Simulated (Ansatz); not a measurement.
Ta3N in Ansatz: the effect of Hubbard term

The system is Ta3N.

```
CELL_PARAMETERS angstrom
3.03222 0.00000 0.00000
-1.51611 2.62598 0.00000
0.00000 0.00000 7.52414
ATOMIC_POSITIONS crystal
Ta 0.66667 0.33333 0.82607
Ta 0.33333 0.66667 0.17393
Ta 0.00000 0.00000 0.50000
N 0.00000 0.00000 0.00000
```

The cell comes from a database or a generator and needn't be the stable form of this composition.

Alike in all runs:

- Program: Ansatz 0.2.0
- Task: density of states
- Functional: PBEsol
- Potentials or basis: all-electron LAPW, scalar-relativistic
- Cutoff: 336 eV (chosen from the basis error)
- Basis error allowed: 0.002 eV/atom
- k mesh: 10 × 10 × 4
- Occupations: fermi-dirac, width 0.05 eV
- Spin: no spin polarisation

```csv
Hubbard term,pressure (GPa),largest force (eV/Å)
none,-8.0,0.40
Ta d U = 2 eV,?,?
Ta d U = 4 eV,-4.5,0.28
Ta d U = 6 eV,-1.7,0.32
Ta d U = 8 eV,7.7,0.79
```

What does the run with Hubbard term Ta d U = 2 eV give?

Pressure -6.4 GPa; largest force 0.33 eV/Å.

Worked out: A parabola through the other rows of the pressure, of slope 0.593 GPa per eV there, gives -7.9 GPa, against the run's -6.4. A parabola through the other rows of the largest force, of slope -0.0473 eV/Å per eV there, gives 0.22 eV/Å, against the run's 0.33.

Caveats: U is the effective U less J, on atomic orbitals that reach past the spheres (some runs); U without spin polarisation on a metal has little footing (some runs).
